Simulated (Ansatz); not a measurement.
# CH6AlFGeSi: the cost of one run

Program: the Python package of Ansatz 0.2.0. Level of theory: r2SCAN+D3(BJ)/def2-SVP. These are calculated values, not measurements.

### Step 1. The structure

Bond lengths: F1–Si2 1.620 Å, Si2–Ge3 2.299 Å, Si2–C4 1.851 Å, Si2–Al5 2.409 Å, C4–Al5 1.898 Å, Ge3–H6 1.576 Å, Ge3–H7 1.591 Å, Ge3–H8 1.481 Å, C4–H9 1.131 Å, C4–H10 1.130 Å, Al5–H11 1.577 Å. Angles (14 of 21 angles, heavy atoms first): F1–Si2–Ge3 117.0°, F1–Si2–C4 113.0°, F1–Si2–Al5 121.4°, Ge3–Si2–C4 110.9°, Ge3–Si2–Al5 121.1°, C4–Si2–Al5 50.9°, Si2–C4–Al5 80.0°, Si2–Al5–C4 49.2°, Si2–Ge3–H6 109.1°, Si2–Ge3–H7 108.8°, Si2–Ge3–H8 111.0°, Si2–C4–H9 109.7°, Si2–C4–H10 112.6°, Al5–C4–H9 117.6°.

The script holds or builds the structure itself.

### Step 2. Script

File run_torsion.py:

```python
# -*- coding: utf-8 -*-
"""Rigid torsion scan of CH6AlFGeSi."""

import ansatz as az
from ase import Atoms


def main():
    atoms = Atoms(["F", "Si", "Ge", "C", "Al", "H", "H", "H", "H", "H", "H"], positions=[
        [-1.2811, 2.0954, -0.2157],
        [-0.2509, 0.8525, -0.0849],
        [-0.2216, -0.2726, 1.9196],
        [-0.3599, -0.3314, -1.5033],
        [1.3735, 0.3827, -1.8004],
        [0.1699, 0.7323, 3.0688],
        [0.9086, -1.3903, 1.8631],
        [-1.5392, -0.8872, 2.2026],
        [-1.1869, -0.01, -2.2048],
        [-0.4627, -1.4051, -1.1649],
        [2.9156, 0.1767, -2.0597],
    ])

    # start the scan from a relaxed geometry
    first = (
        az.Crystal.molecule_from_ase(atoms).calculation()
        .basis(gaussian="def2-SVP")
        .functional("r2SCAN", dispersion="d3bj")
        .relax(force_tolerance=0.02, max_steps=80)
    )
    atoms.positions = first.run().report["positions_ang"]

    start = atoms.get_dihedral(0, 1, 2, 5)
    energies = {}
    for turn in range(0, 121, 15):
        turned = atoms.copy()
        turned.set_dihedral(0, 1, 2, 5, start + turn, indices=[2, 5, 6, 7])
        job = (
            az.Crystal.molecule_from_ase(turned).calculation()
            .basis(gaussian="def2-SVP")
            .functional("r2SCAN", dispersion="d3bj")
        )
        energies[round((start + turn) % 360)] = job.run().report["free_energy_ev"]
    floor = min(energies.values())
    print("dihedral F0-Si1-Ge2-H5 (deg)   E - E(min) (kJ/mol)")
    for angle, e in sorted(energies.items()):
        print(f"{angle:8d} {96.485332 * (e - floor):14.3f}  " + "#" * int(30 * (e - floor) / max(max(energies.values()) - floor, 1e-9)))


if __name__ == "__main__":
    main()
```

### Step 3. The input behind the calls

The engine receives this input (first run):

```yaml
crystal:
  periodic: [false, false, false]
  atoms:
    - { symbol: F, position_ang: [-1.2811, 2.0954, -0.2157] }
    - { symbol: Si, position_ang: [-0.2509, 0.8525, -0.0849] }
    - { symbol: Ge, position_ang: [-0.2216, -0.2726, 1.9196] }
    - { symbol: C, position_ang: [-0.3599, -0.3314, -1.5033] }
    - { symbol: Al, position_ang: [1.3735, 0.3827, -1.8004] }
    - { symbol: H, position_ang: [0.1699, 0.7323, 3.0688] }
    - { symbol: H, position_ang: [0.9086, -1.3903, 1.8631] }
    - { symbol: H, position_ang: [-1.5392, -0.8872, 2.2026] }
    - { symbol: H, position_ang: [-1.1869, -0.01, -2.2048] }
    - { symbol: H, position_ang: [-0.4627, -1.4051, -1.1649] }
    - { symbol: H, position_ang: [2.9156, 0.1767, -2.0597] }
basis:
  gaussian:
    orbitals: def2-SVP
hamiltonian:
  xc: r2scan
  dispersion: d3bj
relax:
  f_tol: 0.02
  max_steps: 80
```

### Step 4. The run

On the command line:

```sh
$ python run_torsion.py
```

Q: Estimate wall time and peak memory on 1 thread of Arm Neoverse V2, shared host.

About 4.2 min, with a peak of 0.29 GiB.
